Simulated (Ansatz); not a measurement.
**NaSe+ (triplet): the correlation ladder at distance Se1–Na2 = 4.148 Å, cc-pVTZ**

Aim: climb from Hartree-Fock through coupled cluster and multireference methods for NaSe+ (triplet) at one geometry and basis, and see what each rung misses.

Program: Ansatz 0.2.0, Gaussian basis. Level of theory: cc-pVTZ, core rule «outside noble gas», up to 19 orbitals frozen. These are calculated values, not measurements.

To be run: UHF; CCSD(T) on ROHF; CCSD(T) on UHF; BCCD(T) on ROHF; CISD; CCSDT(Q) on ROHF; CCSDT(Q) on UHF; CASSCF and MRCISD+Q, 4 electrons in 4 orbitals; CASSCF and NEVPT2, 4 electrons in 4 orbitals.

32 further runs of the same task are left out: 23 for a known fault of the program, 7 that didn't finish, 2 set aside as unsound or not needed.

### Step 1. What is computed

The geometry derives from a PBE0/def2-TZVP stationary point (not a proven minimum). One bond is set to the value named and the two fragments are kept rigid. No spin-orbit coupling is included. The filled d shell of Se may be among the frozen orbitals whatever the setting's name suggests; the logs give the count.

2 atoms, charge 1, spin multiplicity 3.

Atoms are counted from 1 here; the program's logs count them from 0.

No contacts short enough for the rule that draws bonds.

Geometry (Å):

```xyz
2
NaSe
Se    0.0000    0.0000    0.0000
Na    0.0000    0.0000    4.1480
```

### Step 2. UHF

Input file in.yaml:

```yaml
crystal:
  periodic: [false, false, false]
  atoms:
    - {symbol: Se, position_ang: [0.000000, 0.000000, 0.000000]}
    - {symbol: Na, position_ang: [0.000000, 0.000000, 4.148000]}
basis:
  gaussian: {orbitals: cc-pVTZ}
total_charge: 1
magnetization: {spin_polarized: true, initial_magnetization: 2}
hamiltonian: {xc: hf}
output: {orbitals: {seedname: orbitals}}
```

Run with:

```console
$ ansatz run in.yaml --threads 1 --pin off --events-out ev --progress --plain --max-ram 2393MiB
```

The runs that follow: CCSD(T) on ROHF; CCSD(T) on UHF; BCCD(T) on ROHF; CISD; CCSDT(Q) on ROHF; CCSDT(Q) on UHF; CASSCF and MRCISD+Q, 4 electrons in 4 orbitals; CASSCF and NEVPT2, 4 electrons in 4 orbitals.

Before running them: what should the planned runs give, taken together? Wanted: UCCSDT(Q) below the RHF energy; RMP2 from UCCSDT(Q); UMP2 from UCCSDT(Q); RCCSD from UCCSDT(Q); RCCSD(T) from UCCSDT(Q); UCCSD(T) from UCCSDT(Q); RCCSDT(Q) from UCCSDT(Q); NEVPT2 pair from UCCSDT(Q); T1 diagnostic.

As calculated:

| quantity | value |
| --- | --- |
| UCCSDT(Q) below the RHF energy | -3.4940 eV |
| RMP2 from UCCSDT(Q) | +14.30 kcal/mol |
| UMP2 from UCCSDT(Q) | +14.71 kcal/mol |
| RCCSD from UCCSDT(Q) | +3.08 kcal/mol |
| RCCSD(T) from UCCSDT(Q) | +0.65 kcal/mol |
| UCCSD(T) from UCCSDT(Q) | +0.45 kcal/mol |
| RCCSDT(Q) from UCCSDT(Q) | +0.21 kcal/mol |
| NEVPT2 pair from UCCSDT(Q) | +15.46 kcal/mol |
| levels within 1 kcal/mol (43 meV) | RCCSD(T), UCCSD(T), BCCD(T), RCCSDT, UCCSDT, RCCSDT(Q) |
| T1 diagnostic | 0.017 |

What this shows: RCCSD(T) misses by +0.65 kcal/mol, 0.8 % of the correlation energy. These misses are within one basis, not against nature; the frozen cores of restricted and unrestricted runs differ, which can shift their rows.
